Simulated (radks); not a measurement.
# Ge in [Ar] 3d9.5 4s2 4p2 5p0.5: an all-electron calculation

An exercise on one series of results from a longer session: the logs are not shown, and one member is left open.

The numbers are computed with radks (a radial shooting solver on a logarithmic mesh, Libxc functionals) version 1 (scalar-relativistic Kohn-Sham, BLYP, spin-unpolarised, spherical densities, finite nucleus), except any that are marked as measured or tabulated.

**Starting point**

```
element            : germanium (Z = 32)
charge             : 0
electrons          : 32
configuration      : [Ar] 3d9.5 4s2 4p2 5p0.5
nuclear rms radius : 4.0742 fm
```

Set-up of the first run:

Settings of this run:

```text
Z 32
configuration [Ar] 3d9.5 4s2 4p2 5p0.5
relativity scalar-relativistic
functional b88,lyp
spin unpolarised
nucleus finite rms 4.0742 fm
c 137.035999084
```

The run is started by

```
$ python run_ks.py task.json out
```

This one command runs every case of the session in turn.

Among the steps run: Self-consistent calculation.

One table of the session follows, with a row left open; its other results are not shown here.

It belongs to the step «Radial structure». Sizes of the orbitals, from the radial functions (bohr):

| level | <r> | outermost maximum (interpolated) | 90 % within | nodes |
| --- | --- | --- | --- | --- |
| 1s | 0.04700 | 0.0307 | 0.0840 | 0 |
| 2s | 0.2101 | 0.176 | 0.325 | 1 |
| 2p | 0.1837 | 0.141 | 0.300 | 0 |
| 3s | 0.6222 | 0.541 | 0.930 | 2 |
| 3p | 0.6436 | 0.542 | 0.989 | 1 |
| 3d | 0.7190 | 0.499 | 1.21 | 0 |
| 4s | 2.008 | 1.68 | 3.01 | 3 |
| 4p | ? | ? | ? | ? |
| 5p | 10.89 | 9.39 | 16.2 | 3 |

Estimate the missing values for 4p.

The run gave: <r>: 2.597; outermost maximum (interpolated): 2.05; 90 % within: 4.03; nodes: 2. In the column «<r>» it lies between 4s (2.008) and 5p (10.89).
